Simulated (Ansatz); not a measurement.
# AlRu: the cost of one run

Program: Ansatz 0.2.0. Level of theory: DFT PBE, scalar-relativistic, plane waves, PAW. These are calculated values, not measurements.

### Step 1. Starting point

It takes space group Pm-3m (No. 221, cubic). The conventional cell has a = 2.982 Å, b = 2.982 Å, c = 2.982 Å, α = 90.00°, β = 90.00°, γ = 90.00°. Al (site symmetry m-3m) is surrounded by 8 Ru at 2.58 Å. Ru (site symmetry m-3m) is surrounded by 8 Al at 2.58 Å.

Structure file:

```xyz
2
Lattice="2.9825 0.0000 0.0000 0.0000 2.9825 0.0000 0.0000 0.0000 2.9825" Properties=species:S:1:pos:R:3 pbc="T T T"
Al    0.0000    0.0000    0.0000
Ru    1.4912    1.4912    1.4912
```

This is candidate A: structure listed in a database for this formula (Pm-3m, No. 221).

(A quick probe on a coarse mesh, which set the mesh and smearing, is not shown.)

### Step 3. A loose first relaxation (candidate A)

input.yaml reads:

```yaml
crystal:
  lattice:
    - [2.98249544, 0.0, 0.0]
    - [0.0, 2.98249544, 0.0]
    - [0.0, 0.0, 2.98249544]
  atoms:
    - { symbol: Al, position: [0.0, 0.0, 0.0] }
    - { symbol: Ru, position: [0.5, 0.5, 0.5] }
basis:
  ecutwfc: 420
kpoints:
  mp_grid: { grid: [6, 6, 6] }
hamiltonian:
  xc: pbe
scf:
  occupations: { method: gaussian, width: 0.1 }
  lower_state_search: "off"
output:
  forces: true
  stress: true
  eigenvalues: true
relax:
  adjacent_minimum: "off"
  f_tol: 0.04
  max_steps: 70
  cell: { stress_tol: 0.4 }
```

Run with:

```console
$ ansatz run input.yaml --threads 1 --pin off --max-ram 2560MiB --backend cpu --events-out ev --progress --plain --runs-dir out
```

Q: Estimate wall time and peak memory on 1 thread of Intel Xeon 6975P-C (Granite Rapids), shared host.

About 1.6 s, with a peak of 0.32 GiB.
